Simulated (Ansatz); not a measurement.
# GaSb: the cost of one run

Method: reference: DFT, HSE06, plane waves, PAW, in Ansatz 0.2.0.

The COD entry's cell or inner coordinates are ideal or old and differ from later refinements, so a difference from it is no clean test against experiment.

1 further run of the same task is left out (set aside as unsound or not needed). Runs told in other sessions of the task aren't counted.

## (1) The starting structure

It takes space group F-43m (No. 216, cubic). The conventional cell has a = 6.132 Å, b = 6.132 Å, c = 6.132 Å, α = 90.00°, β = 90.00°, γ = 90.00°. Around Ga (site symmetry -43m) lie 4 Sb at 2.66 Å. Sb (site symmetry -43m) is surrounded by 4 Ga at 2.66 Å.

As a file:

```cif
data_structure
_symmetry_space_group_name_H-M 'F-43m'
_symmetry_Int_Tables_number 216
_cell_length_a 6.1318
_cell_length_b 6.1318
_cell_length_c 6.1318
_cell_angle_alpha 90.000
_cell_angle_beta 90.000
_cell_angle_gamma 90.000
_cell_volume 230.55
loop_
_atom_site_label
_atom_site_type_symbol
_atom_site_symmetry_multiplicity
_atom_site_Wyckoff_symbol
_atom_site_fract_x
_atom_site_fract_y
_atom_site_fract_z
_atom_site_occupancy
Ga1 Ga 4 a 0.00000 0.00000 0.00000 1
Sb1 Sb 4 d 0.25000 0.25000 0.75000 1
```

## (2) Baseline

input.yaml reads:

```yaml
crystal:
  lattice:
    - [0.0, 3.0658848221, 3.0658848221]
    - [3.0658848221, 0.0, 3.0658848221]
    - [3.0658848221, 3.0658848221, 0.0]
  atoms:
    - { symbol: Ga, position: [0.0, 0.0, 0.0] }
    - { symbol: Sb, position: [0.25, 0.25, 0.25] }
kpoints:
  mp_grid: { grid: [4, 4, 4] }
hamiltonian:
  xc: hse06
scf:
  occupations: { method: fermi_dirac, width: 0.02 }
  n_extra_bands: 4
output:
  forces: true
  stress: true
  eigenvalues: true
```

Command:

```sh
> ansatz run input.yaml --threads 4 --pin off --max-ram 3686MiB --backend cpu --events-out ev --progress --plain --runs-dir out
```

Q: Estimate wall time and peak memory on 4 threads of Arm Neoverse N1, shared host.

About 11 s, with a peak of 0.78 GiB.
